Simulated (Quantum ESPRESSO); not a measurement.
# ZnHgO2: zone-centre phonons under several settings

```xyz
4
Lattice="3.3485 0.0000 0.0000 0.0000 3.3485 0.0000 0.0000 0.0000 4.6020" Properties=species:S:1:pos:R:3 pbc="T T T"
Zn    0.0000    0.0000    0.0000
Hg    1.6742    1.6742    2.3010
O     0.0000    0.0000    2.3010
O     1.6742    1.6742    0.0000
```

The cell was built by a generator and needn't be a form met in nature.

All runs used Quantum ESPRESSO 7.5; potentials Ansatz NC SR PBE; k mesh 4 × 4 × 4, shifted; relaxed cell; no spin polarisation; cutoff 1238 eV; occupations fermi-dirac, width 0.05 eV.

```tsv
level	volume (Å³/atom)	pressure (GPa)	lowest optical mode without the field (cm⁻¹)	highest optical mode without the field (cm⁻¹)
PBE	12.89	0.0	202i	399
RPBE	13.31	0.1	201i	380
WC	12.34	0.0	197i	425
PW91	?	0.0	?	?
vdW-DF-cx	12.39	0.0	173i	436
```

Task: What stands in the row left open?

Result: Volume 12.85 Å³/atom; lowest optical mode without the field 191i cm⁻¹; highest optical mode without the field 415 cm⁻¹.

Values marked i are imaginary: the cell is unstable against those modes at that level, or the meshes are too thin.

Caveats: all runs use coarse meshes; the mesh is thin for the phonons of a metal; some modes are imaginary; the potentials were made for another functional, which shifts forces and pressure (some runs); before the sum rule the acoustic modes lie tens of cm⁻¹ from zero, a sign that the density grid also shifts the optical modes (some runs).

For the row left open. Caveat: the k mesh is coarse (spacing up to 0.47 Å⁻¹), so the values aren't converged; the mesh is thin for the phonons of a metal; the potentials were made for another functional, which shifts forces and pressure; some modes are imaginary; before the sum rule the acoustic modes lie tens of cm⁻¹ from zero, a sign that the density grid also shifts the optical modes.
